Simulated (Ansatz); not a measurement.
# GaGeH5: small, medium and large basis sets

The task here is to estimate one member of a computed series from the others.

Computed with Ansatz 0.2.0, Gaussian basis. Level: one geometry, several basis sets.

Levels to be run: PBE0-D4/def2-SVP; ωB97M-V/def2-SVP; PBE0-D4/def2-QZVPP; ωB97M-V/def2-QZVPP; the functionals' def2-TZVPP values are taken from earlier runs.

## Structure used throughout

An earlier PBE0-D4 in a triple-zeta def2 set relaxation fixed the geometry.

SMILES `[GaH2][GeH3]`, 7 atoms, charge 0, spin multiplicity 1.

Atoms are counted from 1 here; the program's logs count them from 0.

Bond lengths: Ga1–Ge2 2.444 Å, Ga1–H3 1.572 Å, Ga1–H4 1.572 Å, Ge2–H5 1.540 Å, Ge2–H6 1.543 Å, Ge2–H7 1.540 Å. Angles: Ge2–Ga1–H3 120.3°, Ge2–Ga1–H4 120.7°, H3–Ga1–H4 119.0°, Ga1–Ge2–H5 113.0°, Ga1–Ge2–H6 109.4°, Ga1–Ge2–H7 112.6°, H5–Ge2–H6 106.9°, H5–Ge2–H7 107.8°, H6–Ge2–H7 106.8°.

The first run:

Input file in.yaml:

```yaml
crystal:
  periodic: [false, false, false]
  atoms:
    - {symbol: Ga, position_ang: [-0.366515, -1.359595, 0.111387]}
    - {symbol: Ge, position_ang: [0.277784, 0.987918, -0.107445]}
    - {symbol: H, position_ang: [0.529864, -2.354295, 0.934951]}
    - {symbol: H, position_ang: [-1.693016, -1.891687, -0.542814]}
    - {symbol: H, position_ang: [-0.307474, 1.657283, -1.364605]}
    - {symbol: H, position_ang: [-0.246114, 1.779791, 1.109113]}
    - {symbol: H, position_ang: [1.805481, 1.180585, -0.140588]}
basis:
  gaussian: {orbitals: def2-SVP}
hamiltonian: {xc: pbe0, dispersion: d4}
output: {orbitals: {seedname: orbitals}}
```

Among the steps run: PBE0-D4 in def2-SVP; ωB97M-V in def2-SVP; PBE0-D4 in def2-QZVPP; ωB97M-V in def2-QZVPP.

One of the session's tables, all rows but one given; the rest of the session is left out.

It belongs to the step «Functionals by basis». 

```
functional       basis  HOMO (eV)  LUMO (eV)
   PBE0-D4    def2-SVP      -7.59      -2.10
   PBE0-D4  def2-TZVPP      -7.60      -2.11
   PBE0-D4  def2-QZVPP      -7.60      -2.13
   ωB97M-V    def2-SVP      -9.57      -0.35
   ωB97M-V  def2-TZVPP          ?          ?
   ωB97M-V  def2-QZVPP      -9.62      -0.49
```

Estimate the missing values for ωB97M-V, def2-TZVPP.

The run gave: HOMO (eV): -9.62; LUMO (eV): -0.40.
